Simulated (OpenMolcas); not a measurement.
**Ir²⁺ among point charges: CASSCF levels and susceptibility**

Aim: the splitting of the states of Ir²⁺ in the field of 6 point charges, its lowest levels with spin-orbit coupling and its magnetic susceptibility.

Method: state-averaged CASSCF, spin-orbit coupling by RASSI with atomic mean-field integrals. Code: OpenMolcas 26.06.

1 further run of the same task is left out (it didn't finish).

**1. Starting point**

| Quantity | Value |
| --- | --- |
| Species | Ir²⁺ (iridium, Z = 77, 75 electrons) |
| Basis | ANO-RCC-VDZP [7s6p4d2f], 59 functions |
| Scalar Hamiltonian | DKH2, point nucleus |
| Inactive shells | 1s 2s 2p 3s 3p 3d 4s 4p 4d 4f 5s 5p |
| Active space | 7 electrons in 5 orbitals (5d) |
| Some configurations of this space | 5d⁷ |
| Orbitals | optimised for each spin and parity, averaged over all roots |

Outer shells as boxes (Hund's rule):

5d7
```
5d [↑↓][↑↓][↑ ][↑ ][↑ ]
```

The ion sits among 6 point charges of -1.7 e arranged as a tetragonal octahedron (D4h), 1.98 Å from the ion, with the axial distance 2.039 Å. The active orbitals were held to one l.

The work runs as a chain of OpenMolcas steps in one folder; each step below is one input file. Labels, J, g values, rates, χT and fits are worked out afterwards by a script from the matrices that RASSI stores. The input lists half of the charges; inversion (Group=XYZ) makes the rest.

**2. One- and two-electron integrals**

a.inp reads:

```
&GATEWAY
Coord
1

Ir 0.0 0.0 0.0
Basis=ANO-RCC-VDZP
Group=XYZ
NoMove
AngMom=0.0 0.0 0.0
AMFI
XField
3 Angstrom 0
1.980000 0.000000 0.000000 -1.700000
0.000000 1.980000 0.000000 -1.700000
0.000000 0.000000 2.039400 -1.700000
&SEWARD
```

On the command line:

```
$ OMP_NUM_THREADS=1 MOLCAS_MEM=1689 MOLCAS_PROJECT=a pymolcas a.inp > a.log
```

**3. Reference wave functions, quartets of even parity, 10 roots**

a.inp reads:

```
&RASSCF
FileOrb=start.orb
Symmetry=1
Spin=4
nActEl=7 0 0
Inactive=15 19
Ras2=5 0
CIRoot=10 10 1
SDav=10
CIMx=300
Iter=120 100
PrWF=0.3
OrbListing=Nothing
MaxOrb=0
SupSym
1
20 4 5 6 7 8 10 11 12 13 14 16 17 18 19 20 23 24 25 26 27
0
>>> COPY $Project.JobIph JOB001
```

start.orb holds the contracted functions of the basis, ordered by shell, or the orbitals of the step before.

**4. Reference wave functions, doublets of even parity, 40 roots**

a.inp reads:

```
&RASSCF
FileOrb=start.orb
Symmetry=1
Spin=2
nActEl=7 0 0
Inactive=15 19
Ras2=5 0
CIRoot=40 40 1
SDav=40
CIMx=300
Iter=120 100
PrWF=0.3
OrbListing=Nothing
MaxOrb=0
SupSym
1
20 4 5 6 7 8 10 11 12 13 14 16 17 18 19 20 23 24 25 26 27
0
>>> COPY $Project.JobIph JOB002
```

**5. State interaction with spin-orbit coupling**

a.inp reads:

```
&RASSI
NrOfJobIphs=2 10 40
1 2 3 4 5 6 7 8 9 10
1 2 3 4 5 6 7 8 9 10 11 12 13 14 15 16 17 18 19 20 21 22 23 24 25 26 27
28 29 30 31 32 33 34 35 36 37 38 39 40
IphNames
JOB001
JOB002
EJob
SpinOrbit
DIPRint=1.0
SOCoupling=1000.0
Subsets=2
Property=9
'ANGMOM' 1 'ANGMOM' 2 'ANGMOM' 3 'MLTPL  1' 1 'MLTPL  1' 2 'MLTPL  1' 3
'AMFI' 1 'AMFI' 2 'AMFI' 3
SOProperty=3
'ANGMOM' 1 'ANGMOM' 2 'ANGMOM' 3
```

**Question.** What will these runs give? Wanted: spin-free ground state; first state of the same spin within the active space; lowest level; next level.

**Answer**, as computed:

```
                                            quantity                              value
                                              method                             CASSCF
                              spin-free ground state    4A2, 1-fold in its orbital part
first state of the same spin within the active space                     4E at 890 cm⁻¹
                                        lowest level  2-fold E1/2, g = 1.55, 5.77, 5.77
                                          next level                         670.4 cm⁻¹
                                         χT at 300 K                     2.77 cm³ K/mol
                           effective moment at 300 K                            4.71 μB
```

The spin-free ground state (4A2) comes to 93 % from free-ion F terms and keeps the highest spin of the shell. χT at 300 K is 2.77, against 1.88 cm³ K/mol for the spin alone, so orbital moment adds to it. An active space of the d shell alone favours high spin; real ions in strong fields can be low spin. The field of point charges can differ much from that of real complexes. With metal d orbitals alone active, the gaps between spin states are rough; where two lie within a few thousand cm-1, their order is open. Point charges carry no covalency, so the field is a model and not that of real ligands.
